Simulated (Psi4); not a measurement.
**AuF (SMILES [F][Au]): DSD-PBEP86/def2-TZVPP (core potential, density fitting for correlation)**

What is the vertical singlet–triplet gap of AuF at DSD-PBEP86/def2-TZVPP (core potential, density fitting for correlation)? 

The results are computed with Psi4 1.11.

2 further runs of the same task are left out: 2 set aside as unsound or not needed.

## (1) The system as given

AuF: 2 atoms, total charge 0, spin state singlet. As SMILES, `[F][Au]`. The coordinates come from a PBE0-D4/def2-TZVP relaxation.

Bond lengths: F1–Au2 1.939 Å.

## (2) The energy at DSD-PBEP86/def2-TZVPP (core potential, density fitting for correlation)

Contents of run.py:

```python
import psi4

psi4.set_memory('1600 MB')
psi4.set_num_threads(1)
psi4.set_output_file('psi4.out', False)

mol = psi4.geometry("""
F
Au 1 1.938742
symmetry c1
""")

options = {'basis': 'def2-TZVPP', 'reference': 'rks', 'puream': True, 'e_convergence': 1e-09, 'd_convergence': 1e-08, 'scf_type': 'pk', 'dft_radial_points': 99, 'dft_spherical_points': 590, 'num_frozen_docc': 1}
psi4.set_options(options)

e, wfn = psi4.energy('dsd-pbep86', return_wfn=True)
print(f'total energy {e:.8f} hartree = {e * 27.211386:.5f} eV')
for k, v in sorted(psi4.core.scalar_variables().items()):
    print(f'{k:45s} {v:18.10f}')
```

On the command line:

```console
$ python run.py
```

psi4.out:

```text
[...]
    !!!  WARNING: ECP capability is in beta. Please check occupations closely.  !!!
[...]
  Running in c1 symmetry.
[...]
  Nuclear repulsion =   46.674236708427429
[...]
  Multiplicity = 1
[...]
  Nalpha       = 14
  Nbeta        = 14
[...]
    Number of basis functions: 87
[...]
   @RKS iter   1:  -234.67040523126400   -5.22688e-01   6.30033e-03 ADIIS/DIIS
[...]
   @RKS iter  12:  -234.80354938388979   -1.06297e-11   7.70474e-09 DIIS
[...]
    Orbital Energies [Eh]
    ---------------------
    Doubly Occupied:
       1A    -25.632681     2A     -4.552203     3A     -2.644971
       4A     -2.634689     5A     -2.634689     6A     -1.320237
       7A     -0.541820     8A     -0.515621     9A     -0.515621
      10A     -0.446944    11A     -0.446944    12A     -0.414470
      13A     -0.414470    14A     -0.378303
[...]
  @RKS Final Energy:  -234.80354938388979
   => Energetics <=
    Nuclear Repulsion Energy =             46.6742367084274292
    One-Electron Energy =                -472.0083681138503380
    Two-Electron Energy =                 197.2661227749793511
    DFT Exchange-Correlation Energy =      -6.7355407534462364
    Empirical Dispersion Energy =           0.0000000000000000
    VV10 Nonlocal Energy =                  0.0000000000000000
    Total Energy =                       -234.8035493838897878
[...]
 Multipole Moments:
 ------------------------------------------------------------------------------------
     Multipole            Electronic (a.u.)      Nuclear  (a.u.)        Total (a.u.)
 ------------------------------------------------------------------------------------
 L = 1.  Multiply by 2.5417464519 to convert [e a0] to [Debye]
 Dipole X            :         -0.0000005            0.0000000           -0.0000005
 Dipole Y            :          0.0000002            0.0000000            0.0000002
 Dipole Z            :         26.0131172          -23.9489814            2.0641358
 Magnitude           :                                                    2.0641358
[...]
```

On the terminal:

```text
total energy -235.23488074 hartree = -6401.06714 eV
CURRENT ENERGY                                   -235.2348807422
CURRENT REFERENCE ENERGY                         -234.8035493839
DD SOLVATION ENERGY                                 0.0000000000
DFT FUNCTIONAL TOTAL ENERGY                      -234.8035493839
DFT TOTAL ENERGY                                 -235.2348807422
DFT VV10 ENERGY                                     0.0000000000
DFT XC ENERGY                                      -6.7355407534
DOUBLE-HYBRID CORRECTION ENERGY                    -0.4313313583
DSD-PBEP86 DOUBLE-HYBRID CORRECTION ENERGY         -0.4313313583
DSD-PBEP86 TOTAL ENERGY                          -235.2348807422
GRID ELECTRONS ALPHA                               14.0000004514
GRID ELECTRONS BETA                                14.0000004514
GRID ELECTRONS TOTAL                               28.0000009029
NUCLEAR REPULSION ENERGY                           46.6742367084
ONE-ELECTRON ENERGY                              -472.0083681139
PCM POLARIZATION ENERGY                             0.0000000000
PE ENERGY                                           0.0000000000
SCF ITERATION ENERGY                             -234.8035493839
SCF ITERATIONS                                     12.0000000000
SCF TOTAL ENERGY                                 -234.8035493839
TWO-ELECTRON ENERGY                               197.2661227750
XC GRID RADIAL POINTS                              99.0000000000
XC GRID SPHERICAL POINTS                          590.0000000000
XC GRID TOTAL POINTS                           111907.0000000000
```

It took 6 s on 1 thread of Intel Xeon Platinum 8488C (Sapphire Rapids), shared host; peak memory 0.58 GiB.

## (3) The triplet at the same level

Contents of calc.in:

```
memory 1600 MB

molecule molecule1 {
  0 3
  F      0.839700    -0.327100     0.415300
  Au    -0.810300     0.267000    -0.411300
  units angstrom
  symmetry c1
  no_reorient
  no_com
}

set basis def2-TZVPP
set reference uks
set puream true
set e_convergence 1e-09
set d_convergence 1e-08
set scf_type pk
set dft_radial_points 99
set dft_spherical_points 590
set num_frozen_docc 1
set maxiter 200

e = energy("dsd-pbep86")
```

On the command line:

```console
$ psi4 -n 1 calc.in calc.out
```

calc.out:

```text
[...]
    !!!  WARNING: ECP capability is in beta. Please check occupations closely.  !!!
[...]
  Running in c1 symmetry.
[...]
  Nuclear repulsion =   46.674225362259442
[...]
  Multiplicity = 3
[...]
  Nalpha       = 15
  Nbeta        = 13
[...]
    Number of basis functions: 87
[...]
   @UKS iter   1:  -234.66475149756019   -5.17242e-01   5.23065e-03 ADIIS/DIIS
[...]
   @UKS iter  21:  -234.74683197444867   -1.50635e-12   3.44115e-09 DIIS
[...]
   @S^2 Observed:                2.009206597E+00
[...]
    Orbital Energies [Eh]
    ---------------------
    Alpha Occupied:
       1A    -25.665560     2A     -4.656181     3A     -2.763764
       4A     -2.726453     5A     -2.726453     6A     -1.373760
       7A     -0.645703     8A     -0.571371     9A     -0.571371
      10A     -0.530577    11A     -0.530577    12A     -0.481100
      13A     -0.470847    14A     -0.470847    15A     -0.309866
    Alpha Virtual:
      16A      0.016149    17A      0.016149    18A      0.073026
      19A      0.174171    20A      0.328833    21A      0.330349
      22A      0.330349    23A      0.361359    24A      0.361359
      25A      0.606656    26A      0.606656    27A      0.613562
[...]
  @UKS Final Energy:  -234.74683197444867
   => Energetics <=
    Nuclear Repulsion Energy =             46.6742253622594419
    One-Electron Energy =                -470.4397253728044461
    Two-Electron Energy =                 195.7242679858145209
    DFT Exchange-Correlation Energy =      -6.7055999497182004
    Empirical Dispersion Energy =           0.0000000000000000
    VV10 Nonlocal Energy =                  0.0000000000000000
    Total Energy =                       -234.7468319744486678
[...]
 Multipole Moments:
 ------------------------------------------------------------------------------------
     Multipole            Electronic (a.u.)      Nuclear  (a.u.)        Total (a.u.)
 ------------------------------------------------------------------------------------
 L = 1.  Multiply by 2.5417464519 to convert [e a0] to [Debye]
 Dipole X            :         13.9248338          -14.8124293           -0.8875954
 Dipole Y            :         -3.7038277            4.0234159            0.3195882
 Dipole Z            :          7.2597551           -7.7044134           -0.4446583
 Magnitude           :                                                    1.0429205
[...]
```

Run time: 11 s. Hardware: 1 thread of Intel Xeon Platinum 8488C (Sapphire Rapids), shared host; peak memory 0.59 GiB.

## (4) Outcome

Level: DSD-PBEP86/def2-TZVPP (core potential, density fitting for correlation), 1 core orbital frozen.

```
                                                         quantity          value
                                            singlet: total energy  -235.23488 Eh
                       singlet: HOMO energy (SCF part's orbitals)      -10.29 eV
                       singlet: LUMO energy (SCF part's orbitals)       -1.87 eV
                     singlet: HOMO–LUMO gap (SCF part's orbitals)        8.42 eV
                                            triplet: total energy  -235.16226 Eh
triplet: HOMO energy (SCF part's orbitals) (highest over α and β)       -8.43 eV
 triplet: LUMO energy (SCF part's orbitals) (lowest over α and β)       -3.17 eV
                                                    triplet: ⟨S²⟩          2.009
                 vertical energy of the triplet above the singlet       1.976 eV
```

What this shows: At this shape the triplet lies 1.98 eV (46 kcal/mol) above the singlet.
